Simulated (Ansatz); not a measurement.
# CH5AlF2: the cost of one run

Program: Ansatz 0.2.0. Level of theory: RKS r2SCAN/def2-SVP. These are calculated values, not measurements.

1 further run of the same task is left out (it didn't finish).

### Step 1. The structure to begin with

Bond lengths: Al1–C2 2.320 Å, C2–H3 1.110 Å, C2–H4 1.110 Å, C2–H5 1.110 Å, Al1–F6 1.690 Å, Al1–F7 1.690 Å. Angles: Al1–C2–H3 109.5°, Al1–C2–H4 109.5°, Al1–C2–H5 109.5°, H3–C2–H4 109.4°, H3–C2–H5 109.4°, H4–C2–H5 109.4°, C2–Al1–F6 120.0°, C2–Al1–F7 120.0°, F6–Al1–F7 120.0°.

As a file:

```xyz
9

Al    0.0000    0.0000    0.0000
C     0.0000    0.0000    2.3200
H    -0.9996   -0.3092    2.6905
H     0.7676   -0.7111    2.6905
H     0.2320    1.0203    2.6905
F     1.4635    0.0000   -0.8450
F    -1.4635    0.0000   -0.8450
H    -0.2382   -1.7490    0.5865
H    -0.1900   -1.3947    1.5677
```

### Step 2. A restrained relaxation towards end A

Springs on the bonds that form and break draw the guess towards this end; the thresholds are loose.

Input file input.yaml:

```yaml
crystal:
  periodic: [false, false, false]
  atoms:
    - { symbol: Al, position_ang: [0.0, 0.0, 0.0] }
    - { symbol: C, position_ang: [0.0, 0.0, 2.32] }
    - { symbol: H, position_ang: [-0.9996, -0.3092, 2.6905] }
    - { symbol: H, position_ang: [0.7676, -0.7111, 2.6905] }
    - { symbol: H, position_ang: [0.232, 1.0203, 2.6905] }
    - { symbol: F, position_ang: [1.4635, 0.0, -0.845] }
    - { symbol: F, position_ang: [-1.4635, 0.0, -0.845] }
    - { symbol: H, position_ang: [-0.2382, -1.749, 0.5865] }
    - { symbol: H, position_ang: [-0.19, -1.3947, 1.5677] }
basis:
  gaussian: { orbitals: def2-SVP }
hamiltonian:
  xc: r2scan
relax:
  f_tol: 0.15
  max_steps: 25
  restrain:
    - { distance: [0, 7], at: 2.76, k: 30.0 }
    - { distance: [8, 1], at: 2.31, k: 30.0 }
    - { distance: [0, 1], at: 1.97, k: 30.0 }
    - { distance: [8, 7], at: 0.66, k: 30.0 }
output:
  orbitals: {}
```

Launch:

```sh
$ ansatz run input.yaml --threads 2 --pin off --max-ram 3072MiB --backend cpu --events-out ev --progress --plain --runs-dir out
```

**Question.** How long does this run take on 2 threads of Arm Neoverse V1, shared host, and how much memory does it need?

About 21 s, with a peak of 0.14 GiB.
